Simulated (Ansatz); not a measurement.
**CH6AuNS: one species, many methods**

An exercise on one series of results from a longer session: the logs are not shown, and one member is left open.

The runs use Ansatz 0.2.0, Gaussian basis; functionals in def2-TZVPP, the program's frozen cores in correlated methods.

Levels to be run: LDA (SPW92), PBE-D4, revPBE-D4, BLYP-D4, r2SCAN-D4, B97M-V, PBE0-D4, B3LYP-D4, r2SCANh-D4, r2SCAN0-D4, HSE06-D4, BHLYP-D4, CAM-B3LYP-D4, LC-ωPBE, ωB97X-V, ωB97M-V, B2PLYP, PBE-QIDH; CCSD(T)/def2-SVP; CCSD(T)/def2-TZVPP; MP2/def2-QZVPP; extrapolation to the limit; RPA on PBE.

## The geometry

All runs share one geometry, relaxed beforehand with PBE0-D4 in a triple-zeta def2 set. Au takes the def2 core potential; no spin-orbit term is included.

SMILES `C[S][Au-][NH3+]`, 10 atoms, charge 0, spin multiplicity 1.

Atoms are counted from 1 here; the program's logs count them from 0.

Bond lengths: C1–S2 1.817 Å, C1–H5 1.090 Å, C1–H6 1.090 Å, C1–H7 1.092 Å, S2–Au3 2.248 Å, Au3–N4 2.134 Å, N4–H8 1.014 Å, N4–H9 1.014 Å, N4–H10 1.014 Å. Angles: S2–C1–H5 111.9°, S2–C1–H6 111.9°, S2–C1–H7 106.5°, H5–C1–H6 109.5°, H5–C1–H7 108.4°, H6–C1–H7 108.4°, C1–S2–Au3 104.4°, S2–Au3–N4 177.5°, Au3–N4–H8 111.2°, Au3–N4–H9 111.2°, Au3–N4–H10 110.1°, H8–N4–H9 108.2°, H8–N4–H10 108.0°, H9–N4–H10 108.0°.

Set-up of the first run:

The input, in.yaml:

```yaml
crystal:
  periodic: [false, false, false]
  atoms:
    - {symbol: C, position_ang: [0.035340, 1.955119, -1.587956]}
    - {symbol: S, position_ang: [1.431334, 1.271202, -0.648134]}
    - {symbol: Au, position_ang: [0.544683, -0.443165, 0.504082]}
    - {symbol: N, position_ang: [-0.213861, -2.086666, 1.633761]}
    - {symbol: H, position_ang: [-0.382150, 1.227614, -2.283757]}
    - {symbol: H, position_ang: [-0.752739, 2.326827, -0.933383]}
    - {symbol: H, position_ang: [0.430615, 2.794825, -2.163006]}
    - {symbol: H, position_ang: [-0.939873, -1.787492, 2.275330]}
    - {symbol: H, position_ang: [-0.601501, -2.801207, 1.027647]}
    - {symbol: H, position_ang: [0.531053, -2.508154, 2.178217]}
basis:
  gaussian: {orbitals: def2-TZVPP}
hamiltonian: {xc: lda}
output: {orbitals: {seedname: orbitals}}
```

The run is started by

```sh
$ ansatz run in.yaml --threads 4 --pin off --events-out ev --progress --plain --max-ram 10444MiB
```

Among the steps run: LDA; PBE-D4 (GGA); revPBE-D4 (GGA); BLYP-D4 (GGA); r2SCAN-D4 (meta-GGA); B97M-V (meta-GGA); PBE0-D4 (hybrid); B3LYP-D4 (hybrid); r2SCANh-D4 (hybrid); r2SCAN0-D4 (hybrid); HSE06-D4 (hybrid); BHLYP-D4 (hybrid); CAM-B3LYP-D4 (range-separated); LC-ωPBE (range-separated); ωB97X-V (range-separated); ωB97M-V (range-separated); B2PLYP (double hybrid); PBE-QIDH (double hybrid).

One table of the session follows, with a row left open; its other results are not shown here.

It belongs to the step «Frontier levels by functional». 

| functional | HOMO (eV) | gap (eV) |
| --- | --- | --- |
| LDA (SPW92) | -4.25 | 2.72 |
| PBE-D4 | -4.10 | 2.67 |
| revPBE-D4 | -4.03 | 2.67 |
| BLYP-D4 | -3.97 | 2.53 |
| r2SCAN-D4 | -4.27 | 3.37 |
| B97M-V | -4.34 | 3.05 |
| PBE0-D4 | -5.18 | 4.54 |
| B3LYP-D4 | -4.99 | 4.03 |
| r2SCANh-D4 | -4.68 | 4.04 |
| r2SCAN0-D4 | ? | ? |
| HSE06-D4 | -4.79 | 3.79 |
| BHLYP-D4 | -6.17 | 6.12 |
| CAM-B3LYP-D4 | -6.46 | 6.57 |
| LC-ωPBE | -7.71 | 9.07 |
| ωB97X-V | -7.42 | 8.59 |
| ωB97M-V | -7.32 | 8.06 |

Estimate the missing values for r2SCAN0-D4.

Worked estimate for «HOMO (eV)». Against the share of exact exchange, r2SCAN-D4 (0, -4.27), r2SCANh-D4 (0.1, -4.68) give a slope of -4.10 per unit share; at 0.25 the line stands at -5.29.

The run gave: HOMO (eV): -5.31; gap (eV): 5.03. In «HOMO (eV)» the line misses by +0.02.
